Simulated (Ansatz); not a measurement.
# Cl2HOSi radical: one species, many methods

One table from this session's results is given with a row withheld; the runs are named, their logs left out.

Program: Ansatz 0.2.0, Gaussian basis. Level of theory: functionals in def2-TZVPP, the program's frozen cores in correlated methods. These are calculated values, not measurements.

Plan: LDA (SPW92), PBE-D4, revPBE-D4, BLYP-D4, r2SCAN-D4, B97M-V, PBE0-D4, B3LYP-D4, r2SCANh-D4, r2SCAN0-D4, HSE06-D4, BHLYP-D4, CAM-B3LYP-D4, LC-ωPBE, ωB97X-V, ωB97M-V, B2PLYP, PBE-QIDH; CCSD(T)/def2-SVP; CCSD(T)/def2-TZVPP; MP2/def2-QZVPP; extrapolation to the limit; RPA on PBE.

### Structure used throughout

An earlier PBE0-D4 in a triple-zeta def2 set relaxation fixed the geometry.

SMILES `[O][SiH](Cl)Cl`, 5 atoms, charge 0, spin multiplicity 2.

Atoms are counted from 1 here; the program's logs count them from 0.

Bond lengths: O1–Si2 1.649 Å, Si2–Cl3 2.028 Å, Si2–Cl4 2.028 Å, Si2–H5 1.479 Å. Angles: O1–Si2–Cl3 111.9°, O1–Si2–Cl4 111.9°, O1–Si2–H5 101.4°, Cl3–Si2–Cl4 108.4°, Cl3–Si2–H5 111.6°, Cl4–Si2–H5 111.6°.

Geometry (Å):

```xyz
5

O     0.09214   -0.71902    1.51706
Si    0.08426   -0.03999    0.01490
Cl   -0.52366    1.89459    0.06082
Cl   -1.11205   -1.05611   -1.26985
H     1.50921   -0.15307   -0.36433
```

Set-up of the first run:

Input file in.yaml:

```yaml
crystal:
  periodic: [false, false, false]
  atoms:
    - {symbol: O, position_ang: [0.092138, -0.719020, 1.517060]}
    - {symbol: Si, position_ang: [0.084260, -0.039986, 0.014897]}
    - {symbol: Cl, position_ang: [-0.523656, 1.894587, 0.060824]}
    - {symbol: Cl, position_ang: [-1.112053, -1.056112, -1.269849]}
    - {symbol: H, position_ang: [1.509208, -0.153070, -0.364332]}
basis:
  gaussian: {orbitals: def2-TZVPP}
magnetization: {spin_polarized: true, initial_magnetization: 1}
hamiltonian: {xc: lda}
output: {orbitals: {seedname: orbitals}}
```

Among the steps run: LDA; PBE-D4 (GGA); revPBE-D4 (GGA); BLYP-D4 (GGA); r2SCAN-D4 (meta-GGA); B97M-V (meta-GGA); PBE0-D4 (hybrid); B3LYP-D4 (hybrid); r2SCANh-D4 (hybrid); r2SCAN0-D4 (hybrid); HSE06-D4 (hybrid); BHLYP-D4 (hybrid); CAM-B3LYP-D4 (range-separated); LC-ωPBE-D4 (range-separated; the results give it without D4); ωB97X-V (range-separated); ωB97M-V (range-separated); B2PLYP (double hybrid); PBE-QIDH (double hybrid).

One table of the session follows, with a row left open; its other results are not shown here.

It belongs to the step «Frontier levels by functional». 

```
  functional  HOMO (eV)  LUMO (eV)  gap (eV)
 LDA (SPW92)      -7.76      -7.64      0.12
      PBE-D4      -7.73      -7.13      0.61
   revPBE-D4      -7.69      -6.98      0.70
     BLYP-D4      -7.61      -7.07      0.54
   r2SCAN-D4      -8.21      -6.51      1.69
      B97M-V      -8.33      -6.45      1.87
     PBE0-D4      -9.40      -5.44      3.96
    B3LYP-D4      -9.10      -5.98      3.13
  r2SCANh-D4      -8.81      -5.89      2.92
  r2SCAN0-D4      -9.67      -4.95      4.72
    HSE06-D4      -9.00      -5.85      3.15
    BHLYP-D4     -10.78      -3.71      7.07
CAM-B3LYP-D4     -10.81      -4.35      6.46
     LC-ωPBE     -12.27      -2.92      9.35
     ωB97X-V          ?          ?         ?
     ωB97M-V     -11.70      -3.24      8.46
```

Q: Estimate the row for ωB97X-V from the others.

The run gave: HOMO (eV): -11.86; LUMO (eV): -3.23; gap (eV): 8.63. In the column «HOMO (eV)» it lies between LC-ωPBE (-12.27) and ωB97M-V (-11.70).
